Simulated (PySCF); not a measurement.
# B13H18N13 ((5,4) BN nanotube piece): the cost of one run

Computed with PySCF 2.14.0 and routines of our own; the level stands in each step. Atoms count from 0.

### 1 The system as given

44 atoms, charge 0, multiplicity 1; geometry from: GFN2-xTB.

### 2 Electronic excitations: TDA LDA/pcSseg-1

Job settings and geometry (Å):

```
{"job": {"kind": "uv", "basis": "pcSseg-1", "grid": 1, "kgrid": 0, "vcut": 0.6, "nstates": 3, "ntriplets": 2, "tda": true, "delta": ["ip_vertical"], "pop": false, "xc": "LDA", "scf": {"conv": 0.0001}}, "charge": 0, "multiplicity": 1}
B      3.411129     0.219935     0.608909
N      2.926823     1.550867     0.453782
B      2.496285     2.093135    -0.815934
N      1.309807     2.840454    -0.863133
B      2.401961     2.188739     1.642310
N      1.203176     2.915579     1.537922
B      0.476084     3.000834     0.300914
N     -0.956131     2.980879     0.224693
B     -1.604187     2.735966    -1.045172
N     -2.588319     1.737265    -1.111668
B     -1.715182     2.621763     1.403357
N     -2.691492     1.619286     1.285222
B     -2.890120     0.925743     0.039707
N     -3.086539    -0.491977    -0.049384
B     -2.936892    -1.156784    -1.325628
N     -2.111353    -2.290510    -1.397503
B     -2.850108    -1.305891     1.124130
N     -2.023557    -2.435246     0.998263
B     -1.367441    -2.737247    -0.247426
N     -0.001405    -3.169348    -0.334227
B      0.688848    -3.081498    -1.601777
N      1.952452    -2.466025    -1.635230
B      0.821680    -3.130863     0.857087
N      2.079283    -2.511718     0.775967
B      2.525479    -1.895026    -0.441703
N      3.311297    -0.710727    -0.480213
H      3.754696    -0.166552     1.663105
H      3.119748     1.914303    -1.799740
H      0.936361     3.126536    -1.753747
H      2.930288     2.049020     2.680685
H      0.752038     3.235721     2.379457
H     -1.302779     3.332245    -2.013480
H     -2.942997     1.449435    -2.009156
H     -1.506030     3.120795     2.447206
H     -3.118437     1.246667     2.117490
H     -3.461873    -0.746297    -2.295525
H     -1.883060    -2.678140    -2.298734
H     -3.300725    -1.021704     2.173045
H     -1.734592    -2.928302     1.827749
H      0.204228    -3.481158    -2.597174
H      2.394111    -2.296642    -2.525698
H      0.447873    -3.578610     1.878040
H      2.605438    -2.334259     1.616079
H      3.327337    -0.274152    -1.391555
```

Level: TDA LDA/pcSseg-1, vertical, gas phase, core orbitals frozen in the response, virtual orbitals cut by energy.

Command:

```
OMP_NUM_THREADS=2 python large_run.py task.json out
```

One launch serves the whole session: the jobs run in the order shown.

**Question.** How long does this first job take on 2 threads of Arm Neoverse N1, shared host, and how much memory does it need?

About 77 s, with a peak of 1.1 GiB.
